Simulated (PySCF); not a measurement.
# C3H10B2N2Si: electronic excitations

Wanted: the electronic excitations of C3H10B2N2Si (`BN1[SiH2]CNB1C=C`), by calculation.

The runs use PySCF 2.14.0, with density-fitted response routines of our own; the level of theory stands in each step. All values are computed, except where a source is named. Atoms are numbered from 0 throughout.

## Step 1: Starting geometry

18 atoms, charge 0, multiplicity 1; geometry from: GFN2-xTB.

Bonds of the start (Å): B0–N1 1.40, N1–Si2 1.75, Si2–C3 1.91, C3–N4 1.45, N4–B5 1.39, B5–C6 1.56, C6–C7 1.33, B5–N1 1.47, B0–H8 1.17, B0–H9 1.18, Si2–H10 1.47, Si2–H11 1.47, C3–H12 1.09, C3–H13 1.09, N4–H14 1.01, C6–H15 1.08, C7–H16 1.08, C7–H17 1.08.

## Step 2: TDDFT and polarisability: CAM-B3LYP/def2-SVPD

Job settings and geometry (Å):

```
{"job": {"kind": "uv", "xc": "CAM-B3LYP", "basis": "def2-SVPD", "nstates": 8, "ntriplets": 3}, "charge": 0, "multiplicity": 1}
B      0.520905     2.189693    -0.786867
N      0.651386     0.851853    -0.380668
Si     2.194074     0.067114    -0.109711
C      1.401046    -1.573950     0.471251
N     -0.021473    -1.313844     0.361702
B     -0.454052    -0.069809    -0.079959
C     -1.969393     0.272809    -0.244056
C     -2.946977    -0.250091     0.486025
H     -0.534037     2.682492    -0.913135
H      1.496153     2.811658    -0.994168
H      2.966597     0.724085     0.949428
H      2.958294    -0.086143    -1.352088
H      1.679737    -2.430429    -0.150869
H      1.661638    -1.836744     1.501671
H     -0.629270    -2.078705     0.608065
H     -2.247999     0.995977    -1.001596
H     -3.986049     0.010682     0.348837
H     -2.749340    -0.960331     1.274481
```

Level: TDDFT CAM-B3LYP/def2-SVPD, vertical, gas phase, core orbitals frozen in the response.

Run with:

```bash
> OMP_NUM_THREADS=1 python probes_run.py task.json out
```

The driver reads the jobs from task.json and runs them one after another.

Predict these results of the whole session: lowest singlet (CAM-B3LYP/def2-SVPD); brightest single state of those computed; lowest triplet; surface potential, 1st and 99th percentile.

The runs gave:

| quantity | value |
| --- | --- |
| lowest singlet (CAM-B3LYP/def2-SVPD) | 6.10 eV (203 nm), f = 0.135 |
| brightest single state of those computed | state 4, 6.65 eV, f = 0.216 |
| lowest triplet | 4.10 eV |
| surface potential, 1st and 99th percentile | -0.68 V and 1.60 V |

What this shows: The first singlet state (HOMO→LUMO 0.88) lies at 6.10 eV and is bright; of the 8 states computed, the strongest absorption comes from state 4 at 6.65 eV. The lowest triplet lies 2.00 eV below the lowest singlet (triplets in Tamm-Dancoff, singlets in full TDDFT).
